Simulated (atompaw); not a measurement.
# Ga: generating and testing a PAW (atompaw) potential

Task: generate the file, and judge it by its logarithmic derivatives, its ghosts and its cutoff.

The numbers are computed with atompaw 4.2.0.5 (PBE, scalar-relativistic, spin-unpolarised reference atom).

## Step 1: The design

Typed settings, in words:

- element: gallium (Ga, Z = 31)
- type: PAW
- frozen core: [Ar]
- valence charge: 13
- reference configuration: 3d10 4s2 4p1
- partial waves: 4s (bound): rc 0.70 bohr; 4s channel at 0.05 Ry: rc 0.70 bohr; 4p (bound): rc 1.85 bohr; 4p channel at 0.3 Ry: rc 1.85 bohr; 3d (bound): rc 1.05 bohr; 3d channel at 2.1 Ry: rc 1.05 bohr
- local potential: bessel scheme, radius 1.55 bohr
- core correction: smooth core density matched at 1.25 bohr
- augmentation charge: sinc compensation charge, radius 1.65 bohr; PAW radius 1.85 bohr; waves and projectors: custom polynom vanderbiltortho

The outer shells as boxes (Hund's rule for the drawing; the calculation is spin-unpolarised):

```
[Ar] core
3d [↑↓][↑↓][↑↓][↑↓][↑↓]
4s [↑↓]
4p [↑ ][  ][  ]
```

An earlier all-electron run gives the scale for the radii.

All-electron outer shells of the reference configuration (PBE, scalar-relativistic, ld1.x):

```tsv
shell	level (eV)	outermost node (bohr)	outermost maximum (bohr)
3s	-148.13	0.27	0.56
3p	-98.86	0.24	0.56
3d	-19.15	–	0.53
4s	-8.95	0.81	1.90
4p	-2.58	0.87	2.53
```

## Step 2: Generating the potential

Contents of Ga.input:

```
Ga 31
GGA-PBE scalarrelativistic loggrid 1500 logderivrange -3 5 201
4 4 3 0 0 0
4 1 1
0 0 0
c
c
c
v
c
c
v
v
2
1.85 1.65 1.55 1.25
y
0.05
n
y
0.3
n
y
2.1
n
custom polynom vanderbiltortho sinc
bessel
0.70
0.70
1.85
1.85
1.05
1.05
PWSCFOUT
UPFDX 0.0125d0 UPFXMIN -7.d0 UPFZMESH 31.d0
END
```

Command:

```bash
$ atompaw < Ga.input > Ga.log
```

**Question.** What will these runs give? Wanted: cutoffs for 10 and 1 mRy, occupied levels; bound ghosts; largest phase difference near zero energy, channels read; lowest eigenvalue of the overlap; share of valence orbitals outside the PAW sphere; UPF file.

**Answer**, as computed:

| quantity | value |
| --- | --- |
| cutoffs for 10 and 1 mRy, occupied levels | 160 Ry and 260 Ry |
| bound ghosts | s at -148.02 eV |
| largest phase difference near zero energy, channels read | 0.000 rad |
| lowest eigenvalue of the overlap (Bessel basis) | 0.595 (p) |
| share of valence orbitals outside the PAW sphere | 4s 67 %, 4p 88 %, 3d 3 % |
| UPF file | written |

**Reading.** It has a bound ghost (s), a state that the atom doesn't have, and that rules the file out. Close by lies the frozen 3s level (-148.1 eV). By its cutoff, 160 Ry for the looser tolerance, it is very hard. The slowest occupied level is 3d: taken alone it needs 160 Ry to come within 1 mRy, against 110 Ry for 4s. Near zero energy the phases of the channels with partial waves agree within 0.001 rad.
